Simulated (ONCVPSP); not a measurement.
**An ONCV potential for phosphorus, from input to tests**

Aim: build the potential from the settings below, then test how well it stands in for the atom: other configurations, scattering, ghost states and the plane-wave cutoff that it needs.

Program: ONCVPSP 4.0.1. Reference atom: PBE, fully relativistic, spherical and spin-unpolarised. All values are calculated.

### 1 The design

The settings as typed:

```
element                 : phosphorus (P, Z = 15)
type                    : optimised norm-conserving Vanderbilt (ONCV)
frozen core             : [Ne]
valence charge          : 5
reference configuration : 3s2 3p3
partial waves           : 3s: rc 1.45 bohr, ncon 3, nbas 8, qcut 5.7 1/bohr, 2 projectors, debl 0.5 Ha; 3p: rc 1.80 bohr, ncon 3, nbas 6, qcut 4.7 1/bohr, 3 projectors, debl 2.3 Ha; d scattering state at 0.29 Ha: rc 1.45 bohr, ncon 4, nbas 7, qcut 7.5 1/bohr, 2 projectors, debl 1 Ha
local potential         : polynomial inside 1.00 bohr (lpopt 5, dvloc0 -1 Ha)
core correction         : Teter function, fcfact 3, rcfact 1.6
```

An earlier all-electron run gives the scale for the radii.

All-electron outer shells of the reference configuration (PBE, scalar-relativistic, ld1.x):

```tsv
shell	level (eV)	outermost node (bohr)	outermost maximum (bohr)
2s	-173.99	0.14	0.42
2p	-124.49	–	0.36
3s	-13.97	0.65	1.58
3p	-5.51	0.64	1.83
```

### 2 Generating the potential

File P.dat:

```
# ATOM AND REFERENCE CONFIGURATION
# atsym  z   nc   nv     iexc    psfile
  P 15.00    3    2        4      upf
#
#   n    l    f
    1    0    2.00
    2    0    2.00
    2    1    6.00
    3    0    2.00
    3    1    3.00
#
# PSEUDOPOTENTIAL AND OPTIMIZATION
# lmax
    2
#
#   l,   rc,      ep,       ncon, nbas, qcut
    0    1.45    0.00    3    8    5.70
    1    1.80    0.00    3    6    4.70
    2    1.45    0.29    4    7    7.50
#
# LOCAL POTENTIAL
# lloc, lpopt,  rc(5),   dvloc0
    4    5    1.00   -1.00
#
# VANDERBILT-KLEINMAN-BYLANDER PROJECTORs
# l, nproj, debl
    0    2    0.50
    1    3    2.30
    2    2    1.00
#
# MODEL CORE CHARGE
# icmod, fcfact, rcfact
    3    3.00    1.60
#
# LOG DERIVATIVE ANALYSIS
# epsh1, epsh2, depsh
   -2.00    5.00    0.02
#
# OUTPUT GRID
# rlmax, drl
    6.00    0.01
#
# TEST CONFIGURATIONS
# ncnf
    4
# nvcnf
#   n    l    f
    2
    3    0    2.00
    3    1    2.00
#
    2
    3    0    2.00
    3    1    1.00
#
    2
    3    0    2.00
    3    1    0.00
#
    2
    3    0    0.00
    3    1    5.00
#
```

Launch:

```bash
$ oncvpspr.x < P.dat > P.out
```

Q: Predict the outcome of this session. Wanted: cutoffs for 1 and 0.1 mHa per electron, occupied waves; bound ghosts; GHOST(+) flags; largest test error; largest phase difference near zero energy, channels read; rms error of d²Exc/dn², without and with the model core; projector energies reset by the program.

**Answer**, as computed:

| quantity | value |
| --- | --- |
| cutoffs for 1 and 0.1 mHa per electron, occupied waves | 11 Ha and 14 Ha |
| bound ghosts | none found |
| GHOST(+) flags | s at 98 eV |
| largest test error (AE − PS) | -13 meV, for 3s2 3p0 |
| largest phase difference near zero energy, channels read | 0.000 rad |
| rms error of d²Exc/dn², without and with the model core | 7.19 and 4.22 mHa |
| projector energies reset by the program | s: -0.513, 0.250 Ha |

What this shows: By total energies transferability is good: the largest error is 13 meV on 58.6 eV, for 3s2 3p0. By its cutoff, 11 Ha for the looser tolerance, it is soft on the atom at that tolerance. At the looser tolerance the 3s wave is the slowest; 3p needs 4 Ha. That counts occupied waves only; other projectors can need more. No bound ghost shows below the valence levels. Near zero energy the phases of the channels with partial waves agree within 0.001 rad. The program also flags highly localised states, GHOST(+) (s). All of this concerns the isolated atom, not yet a solid.
